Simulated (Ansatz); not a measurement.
**K3Ge in Ansatz: convergence with n extra bands**

K3Ge:

```xyz
4
Lattice="0.0000 4.3110 4.3110 4.3110 0.0000 4.3110 4.3110 4.3110 0.0000" Properties=species:S:1:pos:R:3 pbc="T T T"
Ge    0.0000    0.0000    0.0000
K     4.3110    4.3110    4.3110
K     6.4665    6.4665    6.4665
K     2.1555    2.1555    2.1555
```

The cell comes from a database or a generator and needn't be the stable form of this composition.

- Program: Ansatz 0.2.0
- Task: convergence study
- Functional: r2SCAN
- Potentials or basis: Ansatz PAW
- Cutoff: 500 eV (not typed: the program's choice for these potentials)
- k mesh: 5 × 5 × 5
- Occupations: cold, width 0.05 eV
- Spin: no spin polarisation

These are the settings of the first run; the series varies n extra bands, with any setting tied to it.

Hardware: 2 threads of Arm Neoverse V1, on a shared host.

| n extra bands | energy less the tightest run, at zero smearing (meV/atom) | SCF cycles | CPU time (s) | peak memory (GiB) |
| --- | --- | --- | --- | --- |
| 1 | 0.00 | 8 | 7.5 | 0.77 |
| 2 | 0.00 | 8 | 7.9 | 0.77 |
| 4 | 0.00 | 8 | 8.2 | 0.77 |
| 8 | 0.00 | 8 | 8.8 | 0.77 |
| 16 | 0.00 | 8 | 9.4 | 0.78 |
| 32 | 0.00 | 8 | 11 | 0.79 |

Against the tightest run, the energy stays within 1 meV/atom from 1 on. The tightest run that finished is the yardstick and may itself not be fully converged.
